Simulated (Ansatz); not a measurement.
# FH2NOSi: the cost of one run

Program: Ansatz 0.2.0. Level of theory: RKS BHLYP/def2-SVPD. These are calculated values, not measurements.

### 1 Starting point

Bond lengths: N1–Si2 1.686 Å, Si2–O3 1.499 Å, Si2–F4 1.597 Å, N1–H5 1.004 Å, N1–H6 1.007 Å. Angles: N1–Si2–O3 133.2°, N1–Si2–F4 102.2°, O3–Si2–F4 124.6°, Si2–N1–H5 123.1°, Si2–N1–H6 123.0°, H5–N1–H6 113.9°.

Coordinates:

```xyz
6

N    -0.2642    0.8342   -0.1665
Si    0.3085   -0.6907    0.2666
O     1.1773   -1.1801    1.3855
F    -0.3178   -1.6221   -0.8691
H    -0.0512    1.6672    0.3514
H    -0.8527    0.9915   -0.9679
```

### 2 Relaxing end A

input.yaml reads:

```yaml
crystal:
  periodic: [false, false, false]
  atoms:
    - { symbol: "N", position_ang: [-0.26416, 0.83419, -0.16653] }
    - { symbol: Si, position_ang: [0.30848, -0.69074, 0.26662] }
    - { symbol: O, position_ang: [1.17735, -1.18008, 1.38546] }
    - { symbol: F, position_ang: [-0.31779, -1.62207, -0.86908] }
    - { symbol: H, position_ang: [-0.05121, 1.6672, 0.35143] }
    - { symbol: H, position_ang: [-0.85267, 0.99149, -0.9679] }
basis:
  gaussian: { orbitals: def2-SVPD }
hamiltonian:
  xc: { name: BHLYP }
relax:
  f_tol: 0.02
  max_steps: 50
```

Run with:

```
$ ansatz run input.yaml --threads 2 --pin off --max-ram 3072MiB --backend cpu --events-out ev --progress --plain --runs-dir out
```

What time and memory should one allow on 2 threads of Arm Neoverse V2, shared host?

About 12 s, with a peak of 0.21 GiB.
